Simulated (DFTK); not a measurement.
# Ir in DFTK: reference runs

Aim: a first look at Ir with PBE, on the cell as given.

All numbers are computed with DFTK 0.8.2; they aren't measurements. Logs are shortened: lines on timing, memory, paths and dates and some standing lists are left out, and cuts for length are marked.

### 1 The structure

The cell holds a sheet with vacuum, 1 atom: a = 2.452 Å, b = 2.452 Å, c = 23.800 Å, α = 90.00°, β = 90.00°, γ = 90.00°.

The cell was built by a generator and needn't be a form met in nature.

### 2 Single point, PBE

File run.jl:

```julia
using DFTK
using PseudoPotentialData
using Unitful, UnitfulAtomic
using LinearAlgebra, Printf
include("save.jl")
disable_threading()

# lattice vectors are the columns
lattice = austrip(1u"Å") * [       2.45184            0.0            0.0;
                      0.0        2.45184            0.0;
                      0.0            0.0           23.8]
symbols   = [:Ir]
positions = [[0.0, 0.0, 0.29412]]
pseudopotentials = PseudoFamily("dojo.nc.sr.pbe.v0_4_1.standard.upf")
elements = Dict(s => ElementPsp(s, pseudopotentials) for s in unique(symbols))
atoms    = [elements[s] for s in symbols]

build_model(lattice, positions; symmetries=true) =
    model_DFT(lattice, atoms, positions;
              functionals=PBE(),
              temperature=austrip(0.05u"eV"),
              smearing=Smearing.FermiDirac(),
              symmetries)
Ecut  = 40.0  # hartree
kgrid = [11, 11, 1]
tol   = 1e-6
to_GPa = ustrip(uconvert(u"GPa", 1u"hartree/bohr^3"))

model = build_model(lattice, positions)
basis = PlaneWaveBasis(model; Ecut, kgrid)
display(basis)
scfres = self_consistent_field(basis;
                               tol,
                               nbandsalg=AdaptiveBands(model; n_bands_converge=13))
display(scfres.energies)
@printf "Fermi level: %.6f eV\n" ustrip(auconvert(u"eV", something(scfres.εF, NaN)))
forces = compute_forces_cart(scfres)
println("Forces (eV/Å)")
for (s, f) in zip(symbols, forces)
    @printf "%-3s %12.6f %12.6f %12.6f\n" s ustrip.(auconvert.(u"eV/Å", f))...
end
stress = compute_stresses_cart(scfres)
println("Stress (GPa)")
display(round.(stress * to_GPa; digits=4))
println("Levels at the first k-point (eV): ", round.(ustrip.(auconvert.(u"eV", scfres.eigenvalues[1][1:scfres.n_bands_converge])); digits=4))
save_scf!(scfres; forces, stress)
```

Potentials or basis: dojo.nc.sr.pbe.v0_4_1.standard.upf (PBE).

The run is started by

```console
$ julia --threads=1 run.jl  # save.jl only writes the numbers to a file and isn't shown; printed stress counts tension as positive; times include loading and compiling
```

What it wrote:

```text
PlaneWaveBasis discretization:

    Ecut                 : 40.0 Ha
    fft_size             : (30, 30, 270), 243000 total points
    kgrid                : MonkhorstPack([11, 11, 1])
    num.   red. kpoints  : 121
    num. irred. kpoints  : 21

    Discretized Model(gga_x_pbe+gga_c_pbe, 3D):
        lattice (in Bohr)    : [4.63331   , 0         , 0         ]
                               [0         , 4.63331   , 0         ]
                               [0         , 0         , 44.9755   ]
        unit cell volume     : 965.51 Bohr³

        atoms                : Ir
        pseudopot. family    : PseudoFamily("dojo.nc.sr.pbe.v0_4_1.standard.upf")

        num. electrons       : 17
        spin polarization    : none
        temperature          : 0.0018375 Ha
        smearing             : DFTK.Smearing.FermiDirac()

        terms                : Kinetic()
                               AtomicLocal()
                               AtomicNonlocal()
                               Ewald(nothing)
                               PspCorrection()
                               Hartree()
                               Xc(gga_x_pbe, gga_c_pbe)
                               Entropy()
n     Energy            log10(ΔE)   log10(Δρ)   Diag   Δtime
---   ---------------   ---------   ---------   ----   ------
  1   -115.0825483750                   -1.14    4.3    11.2s
  2   -115.0834242385       -3.06       -1.40    1.1    5.58s
  3   -115.0839126070       -3.31       -2.14    4.4    9.41s
  4   -115.0839249611       -4.91       -2.76    3.0    8.49s
  5   -115.0839260035       -5.98       -3.33    2.9    8.22s
  6   -115.0839260479       -7.35       -4.11    4.0    9.02s
  7   -115.0839260496       -8.77       -4.60    5.2    10.1s
  8   -115.0839260498       -9.67       -5.25    4.5    8.23s
  9   -115.0839260498      -10.49       -5.80    6.3    10.4s
 10   -115.0839260498      -12.01       -6.23    7.0    10.2s
Energy breakdown (in Ha):
    Kinetic             32.0818554
    AtomicLocal         -610.9934460
    AtomicNonlocal      5.9031846
    Ewald               195.3841848
    PspCorrection       0.4872508
    Hartree             283.8268911
    Xc                  -21.7732630
    Entropy             -0.0005838

    total               -115.083926049821
Fermi level: -3.706141 eV
Forces (eV/Å)
Ir      0.000000     0.000000    -0.000385
Stress (GPa)
3×3 StaticArraysCore.SMatrix{3, 3, Float64, 9} with indices SOneTo(3)×SOneTo(3):
 0.1461   0.0     0.0
 0.0      0.1461  0.0
 0.0     -0.0     0.0015
Levels at the first k-point (eV): [-95.9307, -52.4312, -52.3093, -52.3093, -11.4872, -10.0557, -6.2522, -2.9875, -2.9875, -2.5034, -1.5359, 2.0142, 2.3962]
```

Wall time 2.8 min (1 thread of Intel Xeon 6975P-C (Granite Rapids), shared host); peak memory 2.3 GiB.

What came out:

| Item | Value |
| --- | --- |
| Free energy | -3131.5932 eV |
| Band gap on the k mesh | none (metal or under the smearing width) |

Caveat: there is no dipole correction across the vacuum. Spin-orbit coupling is left out, which matters for the levels of Ir.
